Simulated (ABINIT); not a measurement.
The system is LiY3.

```xyz
4
Lattice="-2.3672 2.3672 5.3266 2.3672 -2.3672 5.3266 2.3672 2.3672 -5.3266" Properties=species:S:1:pos:R:3 pbc="T T T"
Y     0.0000    0.0000    5.3266
Y     2.3672    0.0000    2.6633
Y     0.0000    2.3672    2.6633
Li    0.0000    0.0000    0.0000
```

The cell comes from a database or a generator and needn't be the stable form of this composition.

```yaml
Program: ABINIT 10.8.3 (patched build)
Task: single point
Functional: PBE
Potentials_or_basis: JTH PAW PBE v2.0
Cutoff: 435 eV
k_mesh: 8 × 8 × 8
Occupations: fermi-dirac, width 0.05 eV
Spin: no spin polarisation
```

On this cell: pressure 0.0 GPa; largest force under 0.003 eV/Å; band gap on the k mesh none (metal or under the smearing width).

The same run follows on a disturbed copy (atoms moved at random, drawn with an rms of 0.05 Å):

```xyz
4
Lattice="-2.3672 2.3672 5.3266 2.3672 -2.3672 5.3266 2.3672 2.3672 -5.3266" Properties=species:S:1:pos:R:3 pbc="T T T"
Y    -0.0430    0.0230    5.3201
Y     2.3298   -0.0508    2.6588
Y     0.0237    2.3209    2.6352
Li    0.0170    0.0179    0.0002
```

Task: What changes?

Result: The energy (extrapolated to zero smearing) moves by +3.5 meV/atom; pressure 0.0 GPa; largest force 0.238 eV/Å; band gap on the k mesh none (metal or under the smearing width).

Forces on the atoms (eV/Å):
```
Y    0.091 -0.069 -0.052
Y    0.213  0.081  0.021
Y   -0.228  0.048  0.047
Li  -0.075 -0.060 -0.015
```

Stress tensor (GPa, compression positive):
```
 0.10  0.02 -0.12
 0.02 -0.01  0.02
-0.12  0.02 -0.18
```
